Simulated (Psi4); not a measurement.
# InPH6 (In(PH3)H3) at DSD-PBEP86/def2-SVP (core potential, density fitting for correlation)

What is the vertical ionisation energy of InPH6 (In(PH3)H3) at DSD-PBEP86/def2-SVP (core potential, density fitting for correlation)? 

The calculation is run with Psi4 1.11.

2 further runs of the same task are left out: 2 set aside as unsound or not needed.

## 1. The structure to begin with

The species is InPH6 (8 atoms), meant as a singlet with charge 0. As SMILES, `[H][In]([H])([H])<-[PH3]`. The shape comes from GFN2-xTB, which is rough for such elements, and wasn't checked as a minimum.

Bond lengths: In1–P2 2.737 Å, P2–H3 1.383 Å, P2–H4 1.383 Å, P2–H5 1.383 Å, In1–H6 1.692 Å, In1–H7 1.691 Å, In1–H8 1.692 Å. Some angles: In1–P2–H3 122.2°, In1–P2–H4 120.4°, In1–P2–H5 122.6°, P2–In1–H6 95.4°, P2–In1–H7 96.2°, P2–In1–H8 95.5°, H3–P2–H4 94.9°, H3–P2–H5 94.9°, H4–P2–H5 94.9°, H6–In1–H7 119.0°.

## 2. The energy at DSD-PBEP86/def2-SVP (core potential, density fitting for correlation)

Input file calc.py:

```python
import psi4

psi4.set_memory(1600000000)
psi4.set_num_threads(1)
psi4.set_output_file('run.log', False)

geom = psi4.geometry("""
In    -0.004250     0.009580    -1.578130
P     -0.004360     0.003020     1.158860
H      0.668690     0.958390     1.897870
H      0.515210    -1.072240     1.855730
H     -1.167190     0.075040     1.903280
H      1.680290    -0.010320    -1.736990
H     -0.827110     1.476000    -1.756760
H     -0.861290    -1.439470    -1.743860
symmetry c1
""")

psi4.set_options({
    'basis': 'def2-SVP',
    'reference': 'rks',
    'puream': True,
    'e_convergence': 1e-09,
    'd_convergence': 1e-08,
    'scf_type': 'pk',
    'dft_radial_points': 99,
    'dft_spherical_points': 590,
    'num_frozen_docc': 9,
})

e_tot = psi4.energy('dsd-pbep86', molecule=geom)
print(f'total energy {e_tot:.8f} hartree = {e_tot * 27.211386:.5f} eV')
for k, v in sorted(psi4.core.scalar_variables().items()):
    print(f'{k:45s} {v:18.10f}')
```

Run with:

```sh
python calc.py
```

run.log:

```text
[...]
    !!!  WARNING: ECP capability is in beta. Please check occupations closely.  !!!
[...]
  Running in c1 symmetry.
[...]
  Nuclear repulsion =  116.516503874852418
[...]
  Multiplicity = 1
[...]
  Nalpha       = 21
  Nbeta        = 21
[...]
    Number of basis functions: 74
[...]
   @RKS iter   1:  -533.95264751391403   -1.19671e+00   3.38990e-03 ADIIS/DIIS
[...]
   @RKS iter   9:  -534.00328508368341   -1.12550e-11   8.28884e-09 DIIS
[...]
    Orbital Energies [Eh]
    ---------------------
    Doubly Occupied:
       1A    -78.959227     2A     -7.214636     3A     -5.202347
       4A     -5.202345     5A     -5.200284     6A     -5.106190
       7A     -3.417972     8A     -3.409996     9A     -3.409989
      10A     -0.915942    11A     -0.905900    12A     -0.905861
      13A     -0.902800    14A     -0.902757    15A     -0.843417
      16A     -0.529791    17A     -0.529628    18A     -0.527561
      19A     -0.391781    20A     -0.346588    21A     -0.346436
[...]
  @RKS Final Energy:  -534.00328508368341
   => Energetics <=
    Nuclear Repulsion Energy =            116.5165038748524182
    One-Electron Energy =               -1042.1663843150508910
    Two-Electron Energy =                 403.7349911125624544
    DFT Exchange-Correlation Energy =     -12.0883957560474027
    Empirical Dispersion Energy =           0.0000000000000000
    VV10 Nonlocal Energy =                  0.0000000000000000
    Total Energy =                       -534.0032850836834086
[...]
 Multipole Moments:
 ------------------------------------------------------------------------------------
     Multipole            Electronic (a.u.)      Nuclear  (a.u.)        Total (a.u.)
 ------------------------------------------------------------------------------------
 L = 1.  Multiply by 2.5417464519 to convert [e a0] to [Debye]
 Dipole X            :         -0.0449054            0.0451476            0.0002422
 Dipole Y            :          0.1692467           -0.1753339           -0.0060872
 Dipole Z            :        -45.1886508           46.7738682            1.5852174
 Magnitude           :                                                    1.5852291
[...]
```

On the terminal:

```text
total energy -534.13661583 hartree = -14534.59763 eV
CURRENT ENERGY                                   -534.1366158277
CURRENT REFERENCE ENERGY                         -534.0032850837
DD SOLVATION ENERGY                                 0.0000000000
DFT FUNCTIONAL TOTAL ENERGY                      -534.0032850837
DFT TOTAL ENERGY                                 -534.1366158277
DFT VV10 ENERGY                                     0.0000000000
DFT XC ENERGY                                     -12.0883957560
DOUBLE-HYBRID CORRECTION ENERGY                    -0.1333307440
DSD-PBEP86 DOUBLE-HYBRID CORRECTION ENERGY         -0.1333307440
DSD-PBEP86 TOTAL ENERGY                          -534.1366158277
GRID ELECTRONS ALPHA                               20.9999996209
GRID ELECTRONS BETA                                20.9999996209
GRID ELECTRONS TOTAL                               41.9999992418
NUCLEAR REPULSION ENERGY                          116.5165038749
ONE-ELECTRON ENERGY                             -1042.1663843151
PCM POLARIZATION ENERGY                             0.0000000000
PE ENERGY                                           0.0000000000
SCF ITERATION ENERGY                             -534.0032850837
SCF ITERATIONS                                      9.0000000000
SCF TOTAL ENERGY                                 -534.0032850837
TWO-ELECTRON ENERGY                               403.7349911126
XC GRID RADIAL POINTS                              99.0000000000
XC GRID SPHERICAL POINTS                          590.0000000000
XC GRID TOTAL POINTS                           445450.0000000000
```

It took 29 s on 1 thread of AMD EPYC, shared host; peak memory 1.1 GiB.

## 3. The doublet cation

Input file h6inp.dat:

```
memory 1600 mb

molecule m {
  1 2
  In    -0.00803134     0.01810358    -2.98223349
  P     -0.00823921     0.00570697     2.18992802
  H      1.26364096     1.81109462     3.58645452
  H      0.97360580    -2.02623994     3.50682146
  H     -2.20566944     0.14180505     3.59667794
  H      3.17528791    -0.01950197    -3.28243538
  H     -1.56301137     2.78923576    -3.31979527
  H     -1.62760221    -2.72020406    -3.29541780
  units bohr
  symmetry c1
}

set globals {
  basis                def2-SVP
  reference            uks
  puream               true
  e_convergence        1e-09
  d_convergence        1e-08
  scf_type             pk
  dft_radial_points    99
  dft_spherical_points 590
  num_frozen_docc      9
  maxiter              200
}

energy("dsd-pbep86")
print_variables()
```

Run with:

```sh
psi4 h6inp.dat h6inp.out -n 1
```

h6inp.out:

```text
[...]
    !!!  WARNING: ECP capability is in beta. Please check occupations closely.  !!!
[...]
  Running in c1 symmetry.
[...]
  Nuclear repulsion =  116.516503892246291
[...]
  Multiplicity = 2
[...]
  Nalpha       = 21
  Nbeta        = 20
[...]
    Number of basis functions: 74
[...]
   @UKS iter   1:  -533.61132559628902   -8.04164e-01   2.71801e-03 DIIS/ADIIS
[...]
   @UKS iter  30:  -533.65107192354276    1.49612e-10   6.94765e-09 DIIS
[...]
   @S^2 Observed:                7.726320905E-01
[...]
    Orbital Energies [Eh]
    ---------------------
    Alpha Occupied:
       1A    -79.123480     2A     -7.379437     3A     -5.367379
       4A     -5.367364     5A     -5.365715     6A     -5.363314
       7A     -3.676795     8A     -3.669070     9A     -3.663446
      10A     -1.181779    11A     -1.165571    12A     -1.164400
      13A     -1.158824    14A     -1.152077    15A     -1.004403
      16A     -0.816375    17A     -0.687298    18A     -0.684204
      19A     -0.668817    20A     -0.582610    21A     -0.577597
    Alpha Virtual:
      22A     -0.136605    23A     -0.102928    24A     -0.084637
      25A     -0.068219    26A     -0.041756    27A     -0.037285
[...]
  @UKS Final Energy:  -533.65107192354276
   => Energetics <=
    Nuclear Repulsion Energy =            116.5165038922462912
    One-Electron Energy =               -1033.0703714497183228
    Two-Electron Energy =                 394.9073416347192733
    DFT Exchange-Correlation Energy =     -12.0045460007899898
    Empirical Dispersion Energy =           0.0000000000000000
    VV10 Nonlocal Energy =                  0.0000000000000000
    Total Energy =                       -533.6510719235427587
[...]
 Multipole Moments:
 ------------------------------------------------------------------------------------
     Multipole            Electronic (a.u.)      Nuclear  (a.u.)        Total (a.u.)
 ------------------------------------------------------------------------------------
 L = 1.  Multiply by 2.5417464519 to convert [e a0] to [Debye]
 Dipole X            :          0.7540189            0.0451476            0.7991665
 Dipole Y            :          0.1213803           -0.1753339           -0.0539536
 Dipole Z            :        -45.7885155           46.7738682            0.9853527
 Magnitude           :                                                    1.2698417
[...]
```

Wall time 97 s (1 thread of AMD EPYC, shared host); peak memory 1.1 GiB.

## 4. Outcome

At DSD-PBEP86/def2-SVP (core potential, density fitting for correlation), 9 core orbitals frozen:

```
                                                                quantity          value
                                             singlet InPH6: total energy  -534.13662 Eh
                        singlet InPH6: HOMO energy (SCF part's orbitals)       -9.43 eV
                        singlet InPH6: LUMO energy (SCF part's orbitals)        1.39 eV
                      singlet InPH6: HOMO–LUMO gap (SCF part's orbitals)       10.82 eV
                                            doublet cation: total energy  -533.77446 Eh
doublet cation: HOMO energy (SCF part's orbitals) (highest over α and β)      -14.81 eV
 doublet cation: LUMO energy (SCF part's orbitals) (lowest over α and β)       -9.74 eV
                                                    doublet cation: ⟨S²⟩          0.773
                      vertical ionisation energy (to the doublet cation)       9.855 eV
```

What this shows: The vertical ionisation energy comes to 9.85 eV (951 kJ/mol). The negative HOMO energy of the first species, 9.43 eV, lies 0.43 eV below that difference.
